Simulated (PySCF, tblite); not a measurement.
**C8H17P: geometry, infrared bands and NMR shifts**

Wanted: the infrared bands and NMR shifts of C8H17P (`CC[C@@H]1C[C@@H](C)CP1C`), by calculation.

Programs: tblite 0.8.0 and PySCF 2.14.0, with density-fitted response routines of our own. Each step states its level of theory. These are calculated values for one molecule in the gas phase, unless marked as measured. Atoms are numbered from 0 throughout.

### Step 1. The molecule as given

26 atoms, charge 0, multiplicity 1; geometry from: force field or distance geometry start.

Bonds of the start (Å): C0–C1 1.49, C1–C2 1.50, C2–C3 1.48, C3–C4 1.47, C4–C5 1.52, C4–C6 1.50, C6–P7 1.88, P7–C8 1.82, P7–C2 1.86, C0–H9 1.13, C0–H10 1.10, C0–H11 1.12, C1–H12 1.10, C1–H13 1.13, C2–H14 1.12, C3–H15 1.13, C3–H16 1.12, C4–H17 1.11, C5–H18 1.12, C5–H19 1.11, C5–H20 1.11, C6–H21 1.10, C6–H22 1.11, C8–H23 1.11, C8–H24 1.14, C8–H25 1.11.

### Step 2. Geometry optimisation with GFN2-xTB

Job settings and geometry (Å):

```
{"job": {"kind": "relax", "xc": "GFN2-xTB", "basis": "xTB"}, "charge": 0, "multiplicity": 1}
C     -3.116500    -0.406700    -0.026900
C     -1.811900    -1.121700     0.076100
C     -0.610800    -0.343000    -0.377800
C      0.596100    -1.187600    -0.211800
C      1.706500    -0.506400     0.464800
C      3.063700    -1.041700     0.027900
C      1.619600     0.984500     0.295300
P     -0.207200     1.111000     0.713900
C     -0.803200     2.720000     0.105900
H     -3.862200    -1.137400    -0.471100
H     -3.105800     0.461000    -0.705200
H     -3.555400    -0.150000     0.969900
H     -1.879000    -2.023600    -0.554600
H     -1.652300    -1.544600     1.114300
H     -0.743000     0.033100    -1.421000
H      0.284200    -2.064500     0.430800
H      0.911100    -1.646600    -1.184000
H      1.653600    -0.711500     1.553500
H      3.865500    -0.544000     0.625800
H      3.235100    -0.877300    -1.055300
H      3.117600    -2.125900     0.280500
H      1.763700     1.249900    -0.766000
H      2.231700     1.576200     1.005000
H     -0.138600     3.143900    -0.675000
H     -0.704800     3.440300     0.979000
H     -1.878800     2.735500    -0.150900
```

The run is started by

```sh
> OMP_NUM_THREADS=1 python probes_run.py task.json out
```

This one command runs all jobs of the session in turn.

**Question.** This job is followed by: GFN2-xTB harmonic vibrations, gas phase; GIAO PBE0/pcSseg-1 NMR shielding, non-relativistic, gas phase. What will the session give for the following? strongest single infrared mode (GFN2-xTB); zero-point energy (GFN2-xTB); 13C shifts against TMS (PBE0/pcSseg-1); 1H shifts against TMS (PBE0/pcSseg-1, means over atoms taken as alike); 31P shifts against H3PO4 (PBE0/pcSseg-1).

The runs gave:

| quantity | value |
| --- | --- |
| strongest single infrared mode (GFN2-xTB) | 2958 cm⁻¹, 67 km/mol |
| zero-point energy (GFN2-xTB) | 145.5 kcal/mol |
| 13C shifts against TMS (PBE0/pcSseg-1) | 51.6, 46.4, 40.8, 40.5, 32.0, 23.7, 18.2, 15.7 ppm |
| 1H shifts against TMS (PBE0/pcSseg-1, means over atoms taken as alike) | 2.15, 2.05, 1.68, 1.59, 1.45, 1.34, 1.21, 1.19, 1.18, 1.02, 0.68 ppm |
| 31P shifts against H3PO4 (PBE0/pcSseg-1) | -41.6 ppm |

**Reading.** The optimisation took 182 steps and gained 1.193 eV; among the close pairs (by a distance rule), C3–C4 changed most, from 1.468 to 1.528 Å. All 72 modes are real, so the xTB geometry is a minimum. The strongest single mode, at 2958 cm⁻¹, moves mainly H16. GFN2-xTB is a fitted tight-binding method: band positions and strengths are rough. Its intensities can rank the bands wrongly. At PBE0/pcSseg-1: The largest span, 172 ppm, is at P7, where the paramagnetic term is -608 ppm.
